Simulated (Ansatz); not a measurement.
# Co (P6_3/mmc): magnetic orders compared

One table from this session's results is given with a row withheld; the runs are named, their logs left out.

Method: DFT r²SCAN, scalar-relativistic, plane waves, PAW, in Ansatz 0.2.0.

## The structure to begin with

Symmetry: P6_3/mmc, No. 194, hexagonal system. Conventional cell: a = 2.472 Å, b = 2.472 Å, c = 4.016 Å, α = 90.00°, β = 90.00°, γ = 120.00°. Co (site symmetry -6m2) has 12 Co at 2.46 to 2.47 Å as nearest neighbours.

Structure file:

```cif
data_structure
_symmetry_space_group_name_H-M 'P6_3/mmc'
_symmetry_Int_Tables_number 194
_cell_length_a 2.4724
_cell_length_b 2.4724
_cell_length_c 4.0163
_cell_angle_alpha 90.000
_cell_angle_beta 90.000
_cell_angle_gamma 120.000
_cell_volume 21.26
loop_
_atom_site_label
_atom_site_type_symbol
_atom_site_symmetry_multiplicity
_atom_site_Wyckoff_symbol
_atom_site_fract_x
_atom_site_fract_y
_atom_site_fract_z
_atom_site_occupancy
Co1 Co 2 c 0.33333 0.66667 0.25000 1
```

An earlier run at r²SCAN left this cell at 10.631 Å³/atom and 0.01 GPa (20×20×12 mesh).

The first run:

The input, input.yaml:

```yaml
crystal:
  lattice:
    - [2.4724010133, 0.0, 0.0]
    - [-1.2362005067, 2.1411620858, 0.0]
    - [0.0, 0.0, 4.0163086273]
  atoms:
    - { symbol: Co, position: [0.3333333333, 0.6666666667, 0.25], spin: 1.5 }
    - { symbol: Co, position: [0.6666666667, 0.3333333333, 0.75], spin: -1.5 }
basis:
  ecutwfc: 500
  ecutrho_ratio: 4
kpoints:
  mp_grid: { grid: [20, 20, 12] }
hamiltonian:
  xc: r2scan
scf:
  occupations: { method: gaussian, width: 0.05 }
  lower_state_search: "off"
output:
  forces: true
  stress: true
  eigenvalues: true
  populations: true
magnetization:
  spin_polarized: true
```

Started as:

```
ansatz run input.yaml --threads 1 --pin off --max-ram 2560MiB --backend cpu --events-out ev --progress --plain --runs-dir out
```

Among the steps run: Antiferromagnetic, in the cell as typed; Ferromagnetic, larger cell; Antiferromagnetic, propagation vector (0, 0, 1/2); Antiferromagnetic, propagation vector (0, 1/2, 0); No spin polarisation.

One table of the session follows, with a row left open; its other results are not shown here.

| order | above the lowest (meV/atom) | largest moment (μB) |
| --- | --- | --- |
| ferromagnetic | 0.0 | 1.89 |
| antiferromagnetic, in the cell as typed | 313.9 | 1.74 |
| antiferromagnetic, propagation vector (0, 0, 1/2) | ? | ? |
| antiferromagnetic, propagation vector (0, 1/2, 0) | 372.6 | 1.61 |
| no spin polarisation | 544.0 | 0.00 |

Q: Estimate the row for antiferromagnetic, propagation vector (0, 0, 1/2) from the others.

**Answer.** above the lowest (meV/atom): 173.9; largest moment (μB): 1.83. In the column «above the lowest (meV/atom)» it lies between ferromagnetic (0.0) and antiferromagnetic, in the cell as typed (313.9).

The first row is the run of the earlier session that started with parallel moments (-5131.5277 eV/atom). A larger cell is measured against the parallel state in that same cell where that was run, so that mesh errors cancel.

To keep in mind: Only these orders were tried, at zero temperature; the one found in experiment may not be among them. Warnings in the runs' records: stability check not made.
